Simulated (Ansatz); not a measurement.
# B2PLYP/6-31G(d) (spherical functions) run of BGeNH6 (SMILES B[NH][GeH3])

What is the energy change on altering one bond length of BGeNH6 at B2PLYP/6-31G* (spherical functions)? 

Program for the calculation: Ansatz 0.2.0.

69 further runs of the same task are left out: 69 set aside as unsound or not needed.

### Step 1. The molecule

The species is BGeNH6 (9 atoms), meant as a singlet with charge 0. As SMILES, `B[NH][GeH3]`. Geometry: relaxed at PBE0-D4/def2-TZVP.

Bond lengths: B1–N2 1.392 Å, N2–Ge3 1.854 Å, B1–H4 1.199 Å, B1–H5 1.199 Å, N2–H6 1.010 Å, Ge3–H7 1.538 Å, Ge3–H8 1.530 Å, Ge3–H9 1.538 Å. Some angles: B1–N2–Ge3 126.2°, B1–N2–H6 117.9°, Ge3–N2–H6 115.9°, N2–B1–H4 119.2°, N2–B1–H5 119.6°, N2–Ge3–H7 109.1°, N2–Ge3–H8 106.5°, N2–Ge3–H9 109.1°, H4–B1–H5 121.2°, H7–Ge3–H8 111.5°.

### Step 2. A single-point energy at B2PLYP/6-31G(d) (spherical functions)

molecule.yaml

```yaml
crystal:
  periodic: [false, false, false]
  atoms:
    - {symbol: B, position_ang: [-0.874000, 0.629500, -1.162900]}
    - {symbol: N, position_ang: [-0.023300, 0.687100, -0.062700]}
    - {symbol: Ge, position_ang: [0.665200, -0.761400, 0.866600]}
    - {symbol: H, position_ang: [-1.217900, -0.440700, -1.581000]}
    - {symbol: H, position_ang: [-1.249100, 1.647000, -1.674800]}
    - {symbol: H, position_ang: [0.253900, 1.598400, 0.272500]}
    - {symbol: H, position_ang: [2.201600, -0.714800, 0.804900]}
    - {symbol: H, position_ang: [0.114900, -2.015200, 0.184600]}
    - {symbol: H, position_ang: [0.217300, -0.676000, 2.335700]}
basis:
  gaussian:
    orbitals: 6-31G_st_-spherical.json
hamiltonian:
  xc: {name: B2PLYP}
correlation:
  frozen_orbitals: {B: 1, Ge: 9, H: 0, "N": 1}
accuracy: high
output:
  orbitals: {seedname: orbitals}
```

The basis set 6-31G* is read from a file made from the Basis Set Exchange's data (not shown).

The run is started by

```
$ ansatz run molecule.yaml --threads 1 --pin off --max-ram 3480MiB --events-out events.jsonl --progress --plain --runs-dir runs
```

Log:

```text
Warning: RAYON_NUM_THREADS=1 ignored (pool sized by the plan → 1); use --threads N
Functional definition: B2PLYP
  name "B2PLYP"
  parameter a = 0.53
  parameter c = 0.27
  exchange = (1 - a)*b88_x + a*exact_x
  correlation = (1 - c)*lyp_c + c*(mp2_os + mp2_ss)
1655 factors; integrals over basis functions are off by at most 4.5e-9 eV
mean field evaluation 1: about -58754.5771 eV, gradient 3.9e1 eV
mean field evaluation 2: about -58754.6180 eV, gradient 3.9e1 eV
mean field evaluation 4: about -58757.6541 eV, gradient 3.1e0 eV
mean field evaluation 8: about -58757.6812 eV, gradient 4.8e-2 eV
mean field evaluation 16: about -58757.6812 eV, gradient 1.5e-6 eV
mean field -58757.68120911 eV, -2159.3049570482 hartree, gradient 3.3e-8 eV, S^2 0.000000; 0 other end points of the search recorded, 0 dependent functions left out
11 core orbitals not correlated: weight in the atoms' cores, before any rotation towards them, 1.000 or more for the frozen orbitals, at most 0.000 for the correlated occupied ones
reference -58757.68123596 eV, -2159.3049580347 hartree; 14, 14 occupied and 47, 47 virtual orbitals, 1655 factors
second order -16.11508003 eV of doubles, -0.00000000 eV of singles
Total energy: -58762.03230757 eV, -2159.4648569671 hartree
```

Wall time 7.8 s (1 thread of Arm Neoverse V2, shared host); peak memory 0.23 GiB.

### Step 3. The distorted shape at the same level

job.yaml

```yaml
crystal:
  periodic: [false, false, false]
  atoms:
    - {symbol: B, position_ang: [-0.686444, 0.120733, -0.906941]}
    - {symbol: "N", position_ang: [0.164256, 0.178333, 0.193259]}
    - {symbol: Ge, position_ang: [0.852756, -1.270167, 1.122559]}
    - {symbol: H, position_ang: [-1.030344, -0.949467, -1.325041]}
    - {symbol: H, position_ang: [-1.249100, 1.647000, -1.674800]}
    - {symbol: H, position_ang: [0.441456, 1.089633, 0.528459]}
    - {symbol: H, position_ang: [2.389156, -1.223567, 1.060859]}
    - {symbol: H, position_ang: [0.302456, -2.523967, 0.440559]}
    - {symbol: H, position_ang: [0.404856, -1.184767, 2.591659]}
basis:
  gaussian:
    orbitals: 6-31G_st_-spherical.json
output: {orbitals: {seedname: orbitals}}
correlation:
  frozen_orbitals: {B: 1, Ge: 9, H: 0, "N": 1}
hamiltonian:
  xc: {name: B2PLYP}
accuracy: high
```

The basis set 6-31G* is read from a file made from the Basis Set Exchange's data (not shown).

The run is started by

```
$ ansatz run job.yaml --threads 1 --pin off --max-ram 3480MiB --events-out events.jsonl --progress --plain --runs-dir runs
```

Log, shortened:

```text
Warning: RAYON_NUM_THREADS=1 ignored (pool sized by the plan → 1); use --threads N
[... 2 set-up lines as earlier in the session ...]
[...]
1657 factors; integrals over basis functions are off by at most 4.0e-9 eV
[...]
mean field -58755.78382216 eV, -2159.2352293637 hartree, gradient 4.5e-9 eV, S^2 0.000000; 0 other end points of the search recorded, 0 dependent functions left out
11 core orbitals not correlated: weight in the atoms' cores, before any rotation towards them, 1.000 or more for the frozen orbitals, at most 0.000 for the correlated occupied ones
reference -58755.78384947 eV, -2159.2352303674 hartree; 14, 14 occupied and 47, 47 virtual orbitals, 1657 factors
second order -16.33413362 eV of doubles, -0.00000000 eV of singles
Total energy: -58760.19406555 eV, -2159.3973028189 hartree
```

Wall time 7.5 s (1 thread of Arm Neoverse V2, shared host); peak memory 0.23 GiB.

### Step 4. What came out

At B2PLYP/6-31G* (spherical functions), 11 core orbitals frozen:

```
                                                         quantity           value
                                        first shape: total energy  -2159.46486 Eh
                   first shape: HOMO energy (SCF part's orbitals)        -9.23 eV
                   first shape: LUMO energy (SCF part's orbitals)         1.66 eV
                 first shape: HOMO–LUMO gap (SCF part's orbitals)        10.89 eV
                                    distorted shape: total energy  -2159.39730 Eh
               distorted shape: HOMO energy (SCF part's orbitals)        -8.32 eV
               distorted shape: LUMO energy (SCF part's orbitals)         1.42 eV
             distorted shape: HOMO–LUMO gap (SCF part's orbitals)         9.74 eV
energy change with the B1–H5 bond stretched from 1.199 to 1.799 Å        1.838 eV
```

What this shows: With the B1–H5 bond stretched from 1.199 to 1.799 Å the energy rises by 1.84 eV (177 kJ/mol). The first shape isn't relaxed at this level, so the change isn't measured from a minimum.
